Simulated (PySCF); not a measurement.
# C8H9F: the cost of one run

Programs: PySCF 2.14.0, with routines of our own; each step states its level. All values are computed. Atoms count from 0.

## 1. The system as given

18 atoms, charge 0, multiplicity 1; geometry from: GFN2-xTB.

## 2. Magnetic properties: GIAO B97-2/pcSseg-1

Job settings and geometry (Å):

```
{"job": {"kind": "mag", "xc": "B97-2", "basis": "pcSseg-1", "isotopologues": 0}, "charge": 0, "multiplicity": 1}
C      2.270302     0.122117    -0.040805
C      0.784185     0.035550     0.088935
C     -0.088281    -0.683462     1.088377
C     -1.046310     0.510295     1.121686
C     -0.179954     1.234121     0.117402
C     -1.494115     0.641308    -0.309179
F     -2.536756     1.454655    -0.622788
C     -1.313435    -0.640589    -1.078054
C     -0.079754    -1.118469    -0.359963
H      2.717250    -0.858991     0.104496
H      2.544416     0.486371    -1.030271
H      2.679803     0.803122     0.703799
H      0.168183    -1.311967     1.921849
H     -1.587924     0.884529     1.970402
H      0.079526     2.273704     0.042179
H     -1.142420    -0.459671    -2.139702
H     -2.164454    -1.311679    -0.957780
H      0.380977    -2.054627    -0.632240
```

Level: GIAO B97-2/pcSseg-1 magnetisability, rotational g tensor and spin-rotation constants, non-relativistic, gas phase.

Started as:

```
$ OMP_NUM_THREADS=1 python excited_run.py task.json out
```

The driver reads the jobs from task.json and runs them one after another.

Q: Estimate the wall time and peak memory of this first job on 1 thread of Arm Neoverse V2, shared host.

About 35 s, with a peak of 0.98 GiB.
